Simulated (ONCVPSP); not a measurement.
# Chlorine: generating and testing an ONCV potential

Task: generate the file, and judge it by its errors in other configurations, its logarithmic derivatives, its ghosts and its cutoff.

Program: ONCVPSP 4.0.1. Reference atom: PBE, scalar-relativistic, spherical and spin-unpolarised. All values are calculated.

## 1. The atom and the settings

The settings as typed:

```
element                 : chlorine (Cl, Z = 17)
type                    : optimised norm-conserving Vanderbilt (ONCV)
frozen core             : [Ne]
valence charge          : 7
reference configuration : 3s1.75 3p5.25
partial waves           : 3s: rc 1.40 bohr, ncon 4, nbas 8, qcut 4.5 1/bohr, 2 projectors, debl 3.9 Ha; 3p: rc 1.00 bohr, ncon 4, nbas 7, qcut 8.8 1/bohr, 2 projectors, debl 2.3 Ha; d scattering state at 0.18 Ha: rc 1.45 bohr, ncon 3, nbas 7, qcut 6.4 1/bohr, 2 projectors, debl 2.8 Ha
local potential         : polynomial inside 0.70 bohr (lpopt 3, dvloc0 1 Ha)
core correction         : Teter function, fcfact 4.75, rcfact 1.05
```

An earlier all-electron run gives the scale for the radii.

All-electron outer shells of the reference configuration (PBE, scalar-relativistic, ld1.x):

```tsv
shell	level (eV)	outermost node (bohr)	outermost maximum (bohr)
2s	-253.05	0.12	0.36
2p	-191.97	–	0.30
3s	-20.86	0.55	1.27
3p	-8.73	0.53	1.43
```

## 2. Generation

Input file Cl.dat:

```
# ATOM AND REFERENCE CONFIGURATION
# atsym  z   nc   nv     iexc    psfile
  Cl 17.00    3    2        4      upf
#
#   n    l    f
    1    0    2.00
    2    0    2.00
    2    1    6.00
    3    0    1.75
    3    1    5.25
#
# PSEUDOPOTENTIAL AND OPTIMIZATION
# lmax
    2
#
#   l,   rc,      ep,       ncon, nbas, qcut
    0    1.40    0.00    4    8    4.50
    1    1.00    0.00    4    7    8.80
    2    1.45    0.18    3    7    6.40
#
# LOCAL POTENTIAL
# lloc, lpopt,  rc(5),   dvloc0
    4    3    0.70    1.00
#
# VANDERBILT-KLEINMAN-BYLANDER PROJECTORs
# l, nproj, debl
    0    2    3.90
    1    2    2.30
    2    2    2.80
#
# MODEL CORE CHARGE
# icmod, fcfact, rcfact
    3    4.75    1.05
#
# LOG DERIVATIVE ANALYSIS
# epsh1, epsh2, depsh
   -2.00    5.00    0.02
#
# OUTPUT GRID
# rlmax, drl
    6.00    0.01
#
# TEST CONFIGURATIONS
# ncnf
    4
# nvcnf
#   n    l    f
    2
    3    0    2.00
    3    1    5.00
#
    2
    3    0    2.00
    3    1    4.00
#
    2
    3    0    2.00
    3    1    3.00
#
    2
    3    0    1.00
    3    1    6.00
#
```

The run is started by

```console
$ oncvpsp.x < Cl.dat > Cl.out
```

Before running it: what results should come out? Wanted: cutoffs for 1 and 0.1 mHa per electron, occupied waves; bound ghosts; GHOST(+) flags; largest test error; largest phase difference near zero energy, channels read; rms error of d²Exc/dn², without and with the model core.

**Answer**, as computed:

```
                                                quantity                  value
  cutoffs for 1 and 0.1 mHa per electron, occupied waves      113 Ha and 148 Ha
                                            bound ghosts        p at -144.47 eV
                                          GHOST(+) flags            s at 171 eV
                            largest test error (AE − PS)  +4.1 meV, for 3s2 3p3
largest phase difference near zero energy, channels read              0.001 rad
 rms error of d²Exc/dn², without and with the model core      1.38 and 0.84 mHa
```

**Reading.** It has a bound ghost (p), a state that the atom doesn't have, and that rules the file out. By total energies transferability is very good: the largest error is 4.1 meV on 36.3 eV, for 3s2 3p3. Atomic tests can pass in spite of a ghost, since they solve only for the levels asked. The potential is very hard: the looser tolerance needs 113 Ha. At the looser tolerance the 3p wave is the slowest; 3s needs 45 Ha. Near zero energy the phases of the channels with partial waves agree within 0.001 rad. The program also flags highly localised states, GHOST(+) (s). All of this concerns the isolated atom, not yet a solid.
